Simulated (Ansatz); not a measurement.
Write a Python script for Ansatz 0.2.0, Python API that makes a ladder of methods at one geometry of C3H6AlF, SMILES [CH3][Al]1[CH2][CH]1F. Settings (for the species named): PBE, cc-pVDZ basis, multiplicity 1. The script varies functional: pbe, blyp, b3lyp, revpbe, pbe0.

```xyz
11

C    -1.7997    1.1261   -0.6051
Al   -0.4653   -0.1073    0.0251
C     1.1552   -1.1724   -0.2866
C     1.2347   -0.4913    1.0916
F     2.0579    0.5407    1.1667
H    -1.7162    1.3580   -1.7063
H    -2.8292    0.7497   -0.4243
H    -1.7049    2.1506   -0.0820
H     1.9412   -0.7302   -0.9301
H     1.0749   -2.2756   -0.2025
H     1.1168   -1.2054    1.9740
```

`methods.py`:
```python
"""C3H6AlF at several levels of theory."""

from pathlib import Path

import ansatz
from ase import Atoms
import numpy as np


def main() -> None:
    atoms = Atoms(["C", "Al", "C", "C", "F", "H", "H", "H", "H", "H", "H"], positions=[
        (-1.7997, 1.1261, -0.6051),
        (-0.4653, -0.1073, 0.0251),
        (1.1552, -1.1724, -0.2866),
        (1.2347, -0.4913, 1.0916),
        (2.0579, 0.5407, 1.1667),
        (-1.7162, 1.358, -1.7063),
        (-2.8292, 0.7497, -0.4243),
        (-1.7049, 2.1506, -0.082),
        (1.9412, -0.7302, -0.9301),
        (1.0749, -2.2756, -0.2025),
        (1.1168, -1.2054, 1.974),
    ])
    mol = ansatz.Crystal.molecule_from_ase(atoms)

    setup = (
        mol.calculation()
        .basis(gaussian="cc-pVDZ")
        .accuracy("medium")
    )

    print("functional    E (Ha)        dipole (D)   HOMO (eV)  LUMO (eV)")
    for name in ["pbe", "blyp", "b3lyp", "revpbe", "pbe0"]:
        r = setup.functional(name).forces().orbitals().run(runs_dir="runs").report
        lines = Path(r["orbitals_path"]).read_text().splitlines()
        field_of = lambda key: [line.split("=")[1].strip() for line in lines if line.startswith(key)]
        orbitals = [(27.211386 * float(e), s, float(n)) for e, s, n in zip(field_of("Ene="), field_of("Spin="), field_of("Occup="))]
        homo = max(e for e, _, n in orbitals if n > 0.5)
        lumo = min(e for e, _, n in orbitals if n < 0.5)
        dipole = 4.803205 * np.linalg.norm(r["charge_distribution"]["dipole_moment_e_ang"])
        print(f"{name:10s} {r['free_energy_ev'] / 27.211386246:14.6f} {dipole:9.3f} {homo:11.3f} {lumo:10.3f}")


if __name__ == "__main__":
    main()
```

```console
$ python methods.py
functional    E (Ha)        dipole (D)   HOMO (eV)  LUMO (eV)
pbe           -459.716932     2.158      -3.704     -2.219
blyp          -460.030425     2.161      -3.563     -2.105
b3lyp         -460.131538     2.526      -4.573     -1.702
revpbe        -459.993307     2.154      -3.664     -2.128
pbe0          -459.759126     2.589      -4.763     -1.498
```

What to keep in mind:
- The settings weren't tested for convergence.
- The geometry is a force-field or estimated start, not a minimum of this method, and the basis set is short of its limit. A lower total doesn't mark the better method: functionals have no common bound, and MP2 and coupled cluster aren't variational.
- b3lyp holds the VWN-RPA fit, as in Gaussian; the form of ORCA and Turbomole is b3lyp5.
- Levels such as HOMO and LUMO are orbital energies: with these approximate functionals they aren't the ionisation energy and electron affinity, and their gap isn't the fundamental gap.
- For Al to Cl the sets with a tight d function, cc-pV(X+d)Z, are usual.
- Finished in 12 s on 1 thread of Intel(R) Xeon(R) 6975P-C (Granite Rapids), on a shared host, peak memory 0.28 GiB.
